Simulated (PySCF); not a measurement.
# C2H8BFO: core binding energies at several levels of theory

How much do the core binding energies of C2H8BFO (`C[O+](C)[BH2-]F`) depend on the level of theory, and what does each level cost?

Programs: PySCF 2.14.0, with density-fitted response routines of our own. Each step states its level of theory. These are calculated values for one molecule in the gas phase, unless marked as measured. Atoms are numbered from 0 throughout.

## (1) Starting geometry

13 atoms, charge 0, multiplicity 1; geometry from: PBE0-D3(BJ)/def2-SVP.

Bonds of the start (Å): C0–O1 1.42, O1–C2 1.42, O1–B3 1.67, B3–F4 1.38, C0–H5 1.10, C0–H6 1.10, C0–H7 1.10, C2–H8 1.10, C2–H9 1.10, C2–H10 1.10, B3–H11 1.22, B3–H12 1.22.

## (2) X-ray photoelectron lines: SCAN, X2C

Job settings and geometry (Å):

```
{"job": {"kind": "xps"}, "charge": 0, "multiplicity": 1}
C     -0.784456    -1.059434    -0.318862
O     -0.121346    -0.077838     0.471747
C     -0.770763     1.188841     0.475210
B      1.525854     0.006906     0.195118
F      1.598086     0.468236    -1.103982
H     -1.817767    -1.170075     0.039603
H     -0.773190    -0.765523    -1.379632
H     -0.230533    -1.994929    -0.187466
H     -1.797597     1.064575     0.848333
H     -0.196112     1.834433     1.147702
H     -0.775695     1.618562    -0.538271
H      1.856003    -1.159317     0.343379
H      1.873089     0.812720     1.044260
```

Level: delta-SCF UKS SCAN, pcX-2 on the ionised atom, pcseg-1 elsewhere, spin-free X2C.

Run with:

```console
> OMP_NUM_THREADS=1 python probes_run.py task.json out
```

This one command runs all jobs of the session in turn.

Standard output:

```text
ground state, core basis on atom 0 (C), 141 functions
  cycle   1  E = -280.94212016  |g| = 5.30e-01
  cycle   2  E = -280.87774374  |g| = 8.49e-01
  cycle   3  E = -280.99413267  |g| = 8.79e-02
  cycle   4  E = -280.99559842  |g| = 2.75e-02
  cycle   5  E = -280.99576092  |g| = 1.14e-02
  cycle   6  E = -280.99578554  |g| = 4.58e-03
  cycle   7  E = -280.99578921  |g| = 8.83e-04
  cycle   8  E = -280.99578958  |g| = 2.77e-04
  E(ground) = -280.99773874 Eh
hole in C 1s of atom 0
  cycle   1  E = -269.67492612  |g| = 1.50e+00
  cycle   2  E = -267.29249674  |g| = 2.40e+00
  cycle   3  E = -269.89237518  |g| = 8.99e-01
  cycle   4  E = -270.15005235  |g| = 4.29e-01
  cycle   5  E = -270.21466176  |g| = 1.40e-01
  cycle   6  E = -270.22132374  |g| = 3.72e-02
  cycle   7  E = -270.22192899  |g| = 1.38e-02
  cycle   8  E = -270.22198742  |g| = 7.67e-03
  cycle   9  E = -270.22201431  |g| = 1.99e-03
  cycle  10  E = -270.22202052  |g| = 9.24e-04
  cycle  11  E = -270.22202066  |g| = 2.53e-04
  E(ion) = -270.22293770 Eh   <S^2> = 0.7737   hole on atom = 1.000   binding energy = 293.197 eV
ground state, core basis on atom 1 (O), 141 functions
  cycle   1  E = -281.02493777  |g| = 9.82e-02
  cycle   2  E = -281.02428607  |g| = 7.27e-02
  cycle   3  E = -281.02468099  |g| = 5.77e-02
  cycle   4  E = -281.02523418  |g| = 6.49e-03
  cycle   5  E = -281.02524263  |g| = 8.01e-04
  cycle   6  E = -281.02524363  |g| = 2.95e-04
  E(ground) = -281.02542323 Eh
hole in O 1s of atom 1
  cycle   1  E = -260.33611694  |g| = 2.23e+00
  cycle   2  E = -259.64216460  |g| = 2.36e+00
  cycle   3  E = -261.07626326  |g| = 5.13e-01
  cycle   4  E = -261.13067246  |g| = 2.93e-01
  cycle   5  E = -261.15627168  |g| = 8.62e-02
  cycle   6  E = -261.15866486  |g| = 1.02e-02
  cycle   7  E = -261.15870683  |g| = 3.43e-03
  cycle   8  E = -261.15871219  |g| = 1.15e-03
  cycle   9  E = -261.15871201  |g| = 3.87e-04
  E(ion) = -261.15919276 Eh   <S^2> = 0.7627   hole on atom = 1.000   binding energy = 540.588 eV
ground state, core basis on atom 3 (B), 141 functions
  cycle   1  E = -280.98945125  |g| = 9.42e-02
  cycle   2  E = -280.98682221  |g| = 1.48e-01
  cycle   3  E = -280.99063816  |g| = 1.76e-02
  cycle   4  E = -280.99068386  |g| = 8.86e-03
  cycle   5  E = -280.99069767  |g| = 2.38e-03
  cycle   6  E = -280.99069988  |g| = 2.70e-04
  E(ground) = -280.99528891 Eh
hole in B 1s of atom 3
  cycle   1  E = -273.38025710  |g| = 1.16e+00
  cycle   2  E = -272.68551648  |g| = 1.59e+00
  cycle   3  E = -273.71543529  |g| = 3.74e-01
  cycle   4  E = -273.75384724  |g| = 2.41e-01
  cycle   5  E = -273.77327199  |g| = 3.82e-02
  cycle   6  E = -273.77375481  |g| = 1.58e-02
  cycle   7  E = -273.77383983  |g| = 7.81e-03
  cycle   8  E = -273.77385386  |g| = 5.24e-03
  cycle   9  E = -273.77386487  |g| = 8.91e-04
  cycle  10  E = -273.77386504  |g| = 3.55e-04
  E(ion) = -273.77967348 Eh   <S^2> = 0.7686   hole on atom = 1.000   binding energy = 196.347 eV
ground state, core basis on atom 4 (F), 141 functions
  cycle   1  E = -281.03779727  |g| = 1.22e-01
  cycle   2  E = -281.03722887  |g| = 8.09e-02
  cycle   3  E = -281.03751288  |g| = 6.55e-02
  cycle   4  E = -281.03805494  |g| = 4.35e-03
  cycle   5  E = -281.03805843  |g| = 6.55e-04
  cycle   6  E = -281.03805832  |g| = 1.40e-04
  E(ground) = -281.04329923 Eh
hole in F 1s of atom 4
  cycle   1  E = -254.74265201  |g| = 2.58e+00
  cycle   2  E = -254.77699304  |g| = 2.07e+00
  cycle   3  E = -255.60718033  |g| = 2.75e-01
  cycle   4  E = -255.61225043  |g| = 1.91e-01
  cycle   5  E = -255.62536750  |g| = 3.46e-02
  cycle   6  E = -255.62576395  |g| = 7.09e-03
  cycle   7  E = -255.62578363  |g| = 2.81e-03
  cycle   8  E = -255.62578804  |g| = 6.59e-04
  cycle   9  E = -255.62578748  |g| = 2.10e-04
  E(ion) = -255.63821339 Eh   <S^2> = 0.7564   hole on atom = 1.000   binding energy = 691.308 eV
```

Run time: 25 s. Hardware: 1 thread of Arm Neoverse V2, shared host; peak memory 0.52 GiB.

The holes in one table. −ε is the ground-state orbital energy:

```
     hole  stands for                     environment  ΔSCF (eV)  −ε (eV)   ⟨S²⟩
C1s on C0      C0, C2       methyl carbon bonded to O     293.20    275.7  0.774
O1s on O1          O1  donor oxygen of a Lewis adduct     540.59    519.0  0.763
B1s on B3          B3       boron bonded to F, O, 2 H     196.35    180.2  0.769
F1s on F4          F4            fluorine bonded to B     691.31    665.1  0.756
```

Each hole run stands for the others of its class of like atoms.

## (3) Core holes by ΔSCF: B3LYP, X2C

Same as in step 2 but for these lines:

```diff
@@ -1,2 +1,2 @@
-{"job": {"kind": "xps"}, "charge": 0, "multiplicity": 1}
+{"job": {"kind": "xps", "xc": "B3LYP"}, "charge": 0, "multiplicity": 1}
 C     -0.784456    -1.059434    -0.318862
```

Level: delta-SCF UKS B3LYP, pcX-2 on the ionised atom, pcseg-1 elsewhere, spin-free X2C.

Standard output:

```text
ground state, core basis on atom 0 (C), 141 functions
  cycle   1  E = -281.06479553  |g| = 5.18e-01
  cycle   2  E = -281.02296703  |g| = 7.54e-01
  cycle   3  E = -281.11417868  |g| = 5.66e-02
  cycle   4  E = -281.11480164  |g| = 1.45e-02
  cycle   5  E = -281.11485314  |g| = 4.59e-03
  cycle   6  E = -281.11485683  |g| = 1.66e-03
  cycle   7  E = -281.11485719  |g| = 4.22e-04
  E(ground) = -281.11450134 Eh
hole in C 1s of atom 0
  cycle   1  E = -269.79540384  |g| = 1.50e+00
  cycle   2  E = -267.66489218  |g| = 2.36e+00
  cycle   3  E = -270.09745634  |g| = 7.60e-01
  cycle   4  E = -270.28356189  |g| = 3.73e-01
  cycle   5  E = -270.33214398  |g| = 1.07e-01
  cycle   6  E = -270.33630916  |g| = 2.23e-02
  cycle   7  E = -270.33655473  |g| = 5.25e-03
  cycle   8  E = -270.33656449  |g| = 3.13e-03
  cycle   9  E = -270.33656933  |g| = 7.85e-04
  cycle  10  E = -270.33656977  |g| = 2.99e-04
  E(ion) = -270.33619173 Eh   <S^2> = 0.7614   hole on atom = 1.000   binding energy = 293.293 eV
ground state, core basis on atom 1 (O), 141 functions
  cycle   1  E = -281.14261005  |g| = 6.88e-02
  cycle   2  E = -281.14234177  |g| = 5.04e-02
  cycle   3  E = -281.14257855  |g| = 3.42e-02
  cycle   4  E = -281.14276680  |g| = 1.92e-03
  cycle   5  E = -281.14276660  |g| = 4.13e-04
  E(ground) = -281.14231697 Eh
hole in O 1s of atom 1
  cycle   1  E = -260.46730143  |g| = 2.24e+00
  cycle   2  E = -259.93684130  |g| = 2.30e+00
  cycle   3  E = -261.24012360  |g| = 3.88e-01
  cycle   4  E = -261.27527039  |g| = 1.82e-01
  cycle   5  E = -261.28512751  |g| = 5.26e-02
  cycle   6  E = -261.28598995  |g| = 4.81e-03
  cycle   7  E = -261.28599863  |g| = 1.89e-03
  cycle   8  E = -261.28600126  |g| = 4.74e-04
  E(ion) = -261.28549167 Eh   <S^2> = 0.7575   hole on atom = 1.000   binding energy = 540.332 eV
ground state, core basis on atom 3 (B), 141 functions
  cycle   1  E = -281.11211314  |g| = 6.45e-02
  cycle   2  E = -281.11126459  |g| = 9.01e-02
  cycle   3  E = -281.11266685  |g| = 1.03e-02
  cycle   4  E = -281.11268341  |g| = 4.36e-03
  cycle   5  E = -281.11268624  |g| = 1.06e-03
  cycle   6  E = -281.11268733  |g| = 1.27e-04
  E(ground) = -281.11250001 Eh
hole in B 1s of atom 3
  cycle   1  E = -273.48549458  |g| = 1.16e+00
  cycle   2  E = -273.09947658  |g| = 1.38e+00
  cycle   3  E = -273.84038285  |g| = 3.34e-01
  cycle   4  E = -273.87195155  |g| = 1.89e-01
  cycle   5  E = -273.88398250  |g| = 2.35e-02
  cycle   6  E = -273.88415254  |g| = 1.34e-02
  cycle   7  E = -273.88421805  |g| = 3.58e-03
  cycle   8  E = -273.88422276  |g| = 1.26e-03
  cycle   9  E = -273.88422426  |g| = 3.97e-04
  E(ion) = -273.88407324 Eh   <S^2> = 0.7593   hole on atom = 1.000   binding energy = 196.696 eV
ground state, core basis on atom 4 (F), 141 functions
  cycle   1  E = -281.16389048  |g| = 8.31e-02
  cycle   2  E = -281.16374642  |g| = 4.56e-02
  cycle   3  E = -281.16384136  |g| = 3.76e-02
  cycle   4  E = -281.16402805  |g| = 3.00e-03
  cycle   5  E = -281.16403029  |g| = 7.64e-04
  cycle   6  E = -281.16403166  |g| = 1.03e-04
  E(ground) = -281.16372773 Eh
hole in F 1s of atom 4
  cycle   1  E = -254.87998095  |g| = 2.60e+00
  cycle   2  E = -254.98395329  |g| = 2.04e+00
  cycle   3  E = -255.75752937  |g| = 2.37e-01
  cycle   4  E = -255.76366753  |g| = 1.31e-01
  cycle   5  E = -255.76983593  |g| = 1.33e-02
  cycle   6  E = -255.76989173  |g| = 2.89e-03
  cycle   7  E = -255.76989575  |g| = 9.62e-04
  cycle   8  E = -255.76989636  |g| = 2.23e-04
  E(ion) = -255.76994589 Eh   <S^2> = 0.7543   hole on atom = 1.000   binding energy = 691.000 eV
```

Wall time 23 s (1 thread of Arm Neoverse V2, shared host); peak memory 0.55 GiB.

Binding energies by hole, beside the orbital energy of the ground state; the difference holds orbital relaxation and, for a density functional, its self-interaction error:

```
     hole  stands for                     environment  ΔSCF (eV)  −ε (eV)   ⟨S²⟩
C1s on C0      C0, C2       methyl carbon bonded to O     293.29    279.1  0.761
O1s on O1          O1  donor oxygen of a Lewis adduct     540.33    523.2  0.757
B1s on B3          B3       boron bonded to F, O, 2 H     196.70    183.8  0.759
F1s on F4          F4            fluorine bonded to B     691.00    670.5  0.754
```

Each hole run stands for the others of its class of like atoms.

## (4) Core-electron binding energies: PBE0, X2C

Same as in step 3 but for these lines:

```diff
@@ -1,2 +1,2 @@
-{"job": {"kind": "xps", "xc": "B3LYP"}, "charge": 0, "multiplicity": 1}
+{"job": {"kind": "xps", "xc": "PBE0"}, "charge": 0, "multiplicity": 1}
 C     -0.784456    -1.059434    -0.318862
```

With the program's defaults for keys left out, this is: delta-SCF UKS PBE0, pcX-2 on the ionised atom, pcseg-1 elsewhere, spin-free X2C.

Standard output:

```text
ground state, core basis on atom 0 (C), 141 functions
  cycle   1  E = -280.74093526  |g| = 4.71e-01
  cycle   2  E = -280.71906805  |g| = 6.31e-01
  cycle   3  E = -280.78261246  |g| = 4.78e-02
  cycle   4  E = -280.78304206  |g| = 1.21e-02
  cycle   5  E = -280.78307609  |g| = 4.47e-03
  cycle   6  E = -280.78307896  |g| = 1.96e-03
  cycle   7  E = -280.78308037  |g| = 2.36e-04
  E(ground) = -280.78281743 Eh
hole in C 1s of atom 0
  cycle   1  E = -269.48634458  |g| = 1.50e+00
  cycle   2  E = -267.72402129  |g| = 2.22e+00
  cycle   3  E = -269.83633396  |g| = 6.71e-01
  cycle   4  E = -269.98494280  |g| = 3.33e-01
  cycle   5  E = -270.02283261  |g| = 9.62e-02
  cycle   6  E = -270.02627735  |g| = 1.74e-02
  cycle   7  E = -270.02643790  |g| = 3.62e-03
  cycle   8  E = -270.02644818  |g| = 2.24e-03
  cycle   9  E = -270.02645202  |g| = 1.09e-03
  cycle  10  E = -270.02645244  |g| = 3.38e-04
  E(ion) = -270.02615956 Eh   <S^2> = 0.7650   hole on atom = 1.000   binding energy = 292.704 eV
ground state, core basis on atom 1 (O), 141 functions
  cycle   1  E = -280.81195425  |g| = 9.17e-02
  cycle   2  E = -280.81176141  |g| = 4.54e-02
  cycle   3  E = -280.81179487  |g| = 4.39e-02
  cycle   4  E = -280.81211023  |g| = 1.92e-03
  cycle   5  E = -280.81211156  |g| = 4.01e-04
  E(ground) = -280.81173954 Eh
hole in O 1s of atom 1
  cycle   1  E = -260.14839013  |g| = 2.24e+00
  cycle   2  E = -259.74227616  |g| = 2.19e+00
  cycle   3  E = -260.92889300  |g| = 3.66e-01
  cycle   4  E = -260.96219008  |g| = 1.54e-01
  cycle   5  E = -260.96932322  |g| = 4.57e-02
  cycle   6  E = -260.96997798  |g| = 4.17e-03
  cycle   7  E = -260.96998676  |g| = 1.78e-03
  cycle   8  E = -260.96998836  |g| = 5.25e-04
  cycle   9  E = -260.96998866  |g| = 1.61e-04
  E(ion) = -260.96954268 Eh   <S^2> = 0.7591   hole on atom = 1.000   binding energy = 539.934 eV
ground state, core basis on atom 3 (B), 141 functions
  cycle   1  E = -280.78005971  |g| = 7.49e-02
  cycle   2  E = -280.77924140  |g| = 9.16e-02
  cycle   3  E = -280.78068282  |g| = 1.38e-02
  cycle   4  E = -280.78071491  |g| = 4.24e-03
  cycle   5  E = -280.78071818  |g| = 8.87e-04
  cycle   6  E = -280.78071749  |g| = 1.01e-04
  E(ground) = -280.78063154 Eh
hole in B 1s of atom 3
  cycle   1  E = -273.18084604  |g| = 1.17e+00
  cycle   2  E = -272.92623955  |g| = 1.25e+00
  cycle   3  E = -273.53886688  |g| = 3.18e-01
  cycle   4  E = -273.56951457  |g| = 1.62e-01
  cycle   5  E = -273.57835429  |g| = 1.95e-02
  cycle   6  E = -273.57848177  |g| = 1.04e-02
  cycle   7  E = -273.57852223  |g| = 3.11e-03
  cycle   8  E = -273.57852648  |g| = 1.24e-03
  cycle   9  E = -273.57852828  |g| = 4.41e-04
  E(ion) = -273.57845823 Eh   <S^2> = 0.7641   hole on atom = 1.000   binding energy = 195.981 eV
ground state, core basis on atom 4 (F), 141 functions
  cycle   1  E = -280.83245310  |g| = 1.10e-01
  cycle   2  E = -280.83235959  |g| = 3.94e-02
  cycle   3  E = -280.83233002  |g| = 4.25e-02
  cycle   4  E = -280.83257175  |g| = 2.20e-03
  cycle   5  E = -280.83257306  |g| = 6.25e-04
  cycle   6  E = -280.83257264  |g| = 9.33e-05
  E(ground) = -280.83243939 Eh
hole in F 1s of atom 4
  cycle   1  E = -254.56792807  |g| = 2.60e+00
  cycle   2  E = -254.75580325  |g| = 1.94e+00
  cycle   3  E = -255.45147259  |g| = 2.15e-01
  cycle   4  E = -255.45725106  |g| = 1.10e-01
  cycle   5  E = -255.46162287  |g| = 1.17e-02
  cycle   6  E = -255.46166781  |g| = 2.40e-03
  cycle   7  E = -255.46167090  |g| = 8.77e-04
  cycle   8  E = -255.46167083  |g| = 2.32e-04
  E(ion) = -255.46181895 Eh   <S^2> = 0.7549   hole on atom = 1.000   binding energy = 690.370 eV
```

Wall time 23 s (1 thread of Arm Neoverse V2, shared host); peak memory 0.55 GiB.

The holes in one table. −ε is the ground-state orbital energy:

```
     hole  stands for                     environment  ΔSCF (eV)  −ε (eV)   ⟨S²⟩
C1s on C0      C0, C2       methyl carbon bonded to O     292.70    280.4  0.765
O1s on O1          O1  donor oxygen of a Lewis adduct     539.93    525.5  0.759
B1s on B3          B3       boron bonded to F, O, 2 H     195.98    184.7  0.764
F1s on F4          F4            fluorine bonded to B     690.37    672.9  0.755
```

Each hole run stands for the others of its class of like atoms.

## (5) X-ray photoelectron lines: PBE, X2C

Same as in step 4 but for these lines:

```diff
@@ -1,2 +1,2 @@
-{"job": {"kind": "xps", "xc": "PBE0"}, "charge": 0, "multiplicity": 1}
+{"job": {"kind": "xps", "xc": "PBE"}, "charge": 0, "multiplicity": 1}
 C     -0.784456    -1.059434    -0.318862
```

With the program's defaults for keys left out, this is: delta-SCF UKS PBE, pcX-2 on the ionised atom, pcseg-1 elsewhere, spin-free X2C.

Standard output:

```text
ground state, core basis on atom 0 (C), 141 functions
  cycle   1  E = -280.70275172  |g| = 5.27e-01
  cycle   2  E = -280.60990550  |g| = 9.27e-01
  cycle   3  E = -280.75911802  |g| = 1.05e-01
  cycle   4  E = -280.76141419  |g| = 3.22e-02
  cycle   5  E = -280.76164757  |g| = 8.84e-03
  cycle   6  E = -280.76166416  |g| = 4.01e-03
  cycle   7  E = -280.76166797  |g| = 1.03e-03
  cycle   8  E = -280.76166764  |g| = 2.17e-04
  E(ground) = -280.76132101 Eh
hole in C 1s of atom 0
  cycle   1  E = -269.47936784  |g| = 1.51e+00
  cycle   2  E = -266.73348252  |g| = 2.61e+00
  cycle   3  E = -269.63823730  |g| = 9.73e-01
  cycle   4  E = -269.92724756  |g| = 4.98e-01
  cycle   5  E = -270.01291066  |g| = 1.53e-01
  cycle   6  E = -270.02130172  |g| = 4.55e-02
  cycle   7  E = -270.02220536  |g| = 1.49e-02
  cycle   8  E = -270.02227583  |g| = 3.48e-03
  cycle   9  E = -270.02228254  |g| = 6.17e-04
  cycle  10  E = -270.02228220  |g| = 1.92e-04
  E(ion) = -270.02190751 Eh   <S^2> = 0.7627   hole on atom = 1.000   binding energy = 292.234 eV
ground state, core basis on atom 1 (O), 141 functions
  cycle   1  E = -280.78923815  |g| = 1.15e-01
  cycle   2  E = -280.78848178  |g| = 7.56e-02
  cycle   3  E = -280.78828968  |g| = 8.37e-02
  cycle   4  E = -280.78945343  |g| = 4.24e-03
  cycle   5  E = -280.78945697  |g| = 1.02e-03
  cycle   6  E = -280.78945759  |g| = 2.65e-04
  E(ground) = -280.78897535 Eh
hole in O 1s of atom 1
  cycle   1  E = -260.13540420  |g| = 2.26e+00
  cycle   2  E = -257.32621302  |g| = 3.08e+00
  cycle   3  E = -260.49038465  |g| = 1.07e+00
  cycle   4  E = -260.88850449  |g| = 4.66e-01
  cycle   5  E = -260.94242771  |g| = 2.02e-01
  cycle   6  E = -260.95579938  |g| = 5.75e-02
  cycle   7  E = -260.95710333  |g| = 8.42e-03
  cycle   8  E = -260.95713174  |g| = 2.13e-03
  cycle   9  E = -260.95713379  |g| = 5.04e-04
  cycle  10  E = -260.95713430  |g| = 8.50e-05
  E(ion) = -260.95656272 Eh   <S^2> = 0.7572   hole on atom = 1.000   binding energy = 539.667 eV
ground state, core basis on atom 3 (B), 141 functions
  cycle   1  E = -280.75828653  |g| = 8.32e-02
  cycle   2  E = -280.75625329  |g| = 1.24e-01
  cycle   3  E = -280.75885267  |g| = 2.62e-02
  cycle   4  E = -280.75896303  |g| = 1.00e-02
  cycle   5  E = -280.75898319  |g| = 2.28e-03
  cycle   6  E = -280.75898307  |g| = 3.19e-04
  E(ground) = -280.75883242 Eh
hole in B 1s of atom 3
  cycle   1  E = -273.17120216  |g| = 1.18e+00
  cycle   2  E = -272.07462384  |g| = 1.84e+00
  cycle   3  E = -273.50846619  |g| = 3.88e-01
  cycle   4  E = -273.54520467  |g| = 2.86e-01
  cycle   5  E = -273.57302465  |g| = 5.10e-02
  cycle   6  E = -273.57397976  |g| = 2.09e-02
  cycle   7  E = -273.57417835  |g| = 2.61e-03
  cycle   8  E = -273.57418120  |g| = 6.93e-04
  cycle   9  E = -273.57418149  |g| = 2.00e-04
  E(ion) = -273.57405519 Eh   <S^2> = 0.7629   hole on atom = 1.000   binding energy = 195.508 eV
ground state, core basis on atom 4 (F), 141 functions
  cycle   1  E = -280.81033816  |g| = 1.38e-01
  cycle   2  E = -280.80987058  |g| = 6.77e-02
  cycle   3  E = -280.80948008  |g| = 8.62e-02
  cycle   4  E = -280.81051944  |g| = 6.26e-03
  cycle   5  E = -280.81052770  |g| = 1.65e-03
  cycle   6  E = -280.81052835  |g| = 2.87e-04
  E(ground) = -280.81028772 Eh
hole in F 1s of atom 4
  cycle   1  E = -254.54885135  |g| = 2.61e+00
  cycle   2  E = -254.38128644  |g| = 2.31e+00
  cycle   3  E = -255.41368991  |g| = 3.49e-01
  cycle   4  E = -255.41156140  |g| = 3.08e-01
  cycle   5  E = -255.44656550  |g| = 3.23e-02
  cycle   6  E = -255.44690232  |g| = 8.78e-03
  cycle   7  E = -255.44694038  |g| = 2.51e-03
  cycle   8  E = -255.44694290  |g| = 4.94e-04
  E(ion) = -255.44710572 Eh   <S^2> = 0.7539   hole on atom = 1.000   binding energy = 690.167 eV
```

Wall time 14 s (1 thread of Arm Neoverse V2, shared host); peak memory 0.55 GiB.

Binding energies by hole, beside the orbital energy of the ground state; the difference holds orbital relaxation and, for a density functional, its self-interaction error:

```
     hole  stands for                     environment  ΔSCF (eV)  −ε (eV)   ⟨S²⟩
C1s on C0      C0, C2       methyl carbon bonded to O     292.23    271.1  0.763
O1s on O1          O1  donor oxygen of a Lewis adduct     539.67    513.0  0.757
B1s on B3          B3       boron bonded to F, O, 2 H     195.51    177.1  0.763
F1s on F4          F4            fluorine bonded to B     690.17    659.0  0.754
```

Each hole run stands for the others of its class of like atoms.

[end of part 1 of 2]
